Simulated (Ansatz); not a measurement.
# WSe2: the cost of one run

Method: DFT r2SCAN, scalar-relativistic, plane waves, PAW, in Ansatz 0.2.0.

**1. Starting point**

It takes space group P-6m2 (No. 187, hexagonal). The conventional cell has a = 3.318 Å, b = 3.318 Å, c = 16.658 Å, α = 90.00°, β = 90.00°, γ = 120.00°. W (site symmetry -6m2) is surrounded by 6 Se at 2.54 Å. Se (site symmetry 3m) has 3 W at 2.54 Å in its first shell of neighbours.

As a file:

```
W Se
1.0
     3.31794    0.00000    0.00000
    -1.65897    2.87342    0.00000
     0.00000    0.00000   16.65814
W Se
1 2
Direct
  0.00000 0.00000 0.00000
  0.33333 0.66667 0.09979
  0.33333 0.66667 0.90021
```

It goes back to an entry of the Materials Project, which need not be the stable form.

No relaxation comes first: the listed cell is the starting point.

**2. The undisturbed cell**

input.yaml reads:

```yaml
crystal:
  lattice:
    - [3.3179375931, 0.0, 0.0]
    - [-1.6589687966, 2.8734182438, 0.0]
    - [0.0, 0.0, 16.65814242]
  atoms:
    - { symbol: W, position: [0.0, 0.0, 0.0] }
    - { symbol: Se, position: [0.3333333333, 0.6666666667, 0.09978652] }
    - { symbol: Se, position: [0.3333333333, 0.6666666667, 0.90021348] }
basis:
  ecutwfc: 500
kpoints:
  mp_grid: { grid: [12, 12, 2] }
hamiltonian:
  xc: r2scan
scf:
  occupations: { method: gaussian, width: 0.05 }
output:
  forces: true
  stress: true
  eigenvalues: true
  write_density: true
  write_potential: true
  elf: true
  volumetric_format: npy
```

The run is started by

```sh
$ ansatz run input.yaml --threads 1 --pin off --max-ram 2560MiB --backend cpu --events-out ev --progress --plain --runs-dir out
```

What time and memory should one allow on 1 thread of Intel Xeon 6975P-C (Granite Rapids), shared host?

About 17 s, with a peak of 0.76 GiB.
